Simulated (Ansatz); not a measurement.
# SnH4 (singlet): the correlation ladder, def2-SVP

An exercise on one series of results from a longer session: the logs are not shown, and one member is left open.

Program: Ansatz 0.2.0, Gaussian basis. Level of theory: def2-SVP, core rule «outside noble gas», up to 9 orbitals frozen. These are calculated values, not measurements.

To be run: UHF; CCSD(T) on RHF; BCCD(T) on RHF; CISD; CCSDT(Q) on RHF; CCSDTQ on RHF; CASSCF and MRCISD+Q, 8 electrons in 8 orbitals; CASSCF and NEVPT2, 8 electrons in 8 orbitals.

3 further runs of the same task are left out: 3 set aside as unsound or not needed.

### What is computed

The geometry is a PBE0/def2-TZVP stationary point (not a proven minimum). No spin-orbit coupling is included. Elements past krypton take def2 core potentials.

5 atoms, charge 0, spin multiplicity 1.

Atoms are counted from 1 here; the program's logs count them from 0.

Bond lengths: Sn1–H2 1.704 Å, Sn1–H3 1.704 Å, Sn1–H4 1.704 Å, Sn1–H5 1.704 Å. Angles: H2–Sn1–H3 109.5°, H2–Sn1–H4 109.5°, H2–Sn1–H5 109.5°, H3–Sn1–H4 109.5°, H3–Sn1–H5 109.5°, H4–Sn1–H5 109.5°.

As a file:

```xyz
5
charge 0, multiplicity 1
Sn    0.00000    0.00000    0.00000
H     0.97878    0.98716    0.98513
H    -0.98897   -0.97987    0.98223
H    -0.97840    0.98021   -0.99242
H     0.98859   -0.98751   -0.97493
```

Set-up of the first run:

The input, in.yaml:

```yaml
crystal:
  periodic: [false, false, false]
  atoms:
    - {symbol: Sn, position_ang: [0.000000, 0.000000, 0.000000]}
    - {symbol: H, position_ang: [0.978777, 0.987165, 0.985128]}
    - {symbol: H, position_ang: [-0.988972, -0.979870, 0.982225]}
    - {symbol: H, position_ang: [-0.978395, 0.980215, -0.992421]}
    - {symbol: H, position_ang: [0.988590, -0.987510, -0.974932]}
basis:
  gaussian: {orbitals: def2-SVP}
magnetization: {spin_polarized: true, initial_magnetization: 0}
hamiltonian: {xc: hf}
output: {orbitals: {seedname: orbitals}}
```

Command:

```
ansatz run in.yaml --threads 1 --pin off --events-out ev --progress --plain --max-ram 2816MiB --backend cpu
```

Among the steps run: UHF; CCSD(T) on RHF; BCCD(T) on RHF; CISD; CCSDT(Q) on RHF; CCSDTQ on RHF; CASSCF and MRCISD+Q, 8 electrons in 8 orbitals; CASSCF and NEVPT2, 8 electrons in 8 orbitals.

One of the session's tables, all rows but one given; the rest of the session is left out.

```
          method  from RCCSDTQ (meV)
             RHF             +3630.3
            RMP2                   ?
           RCCSD               +74.0
        RCCSD(T)               +17.4
         BCCD(T)               +16.8
          RCCSDT                +1.8
       RCCSDT(Q)                +0.4
         RCCSDTQ                   0
  CASSCF valence             +1962.4
  NEVPT2 valence              +600.3
  MRCISD valence               +57.5
MRCISD+Q valence               -12.8
```

Q: Estimate the row for RMP2 from the others.

The run gave: from RCCSDTQ (meV): +862.2. In the column «from RCCSDTQ (meV)» it lies between NEVPT2 valence (+600.3) and CASSCF valence (+1962.4).
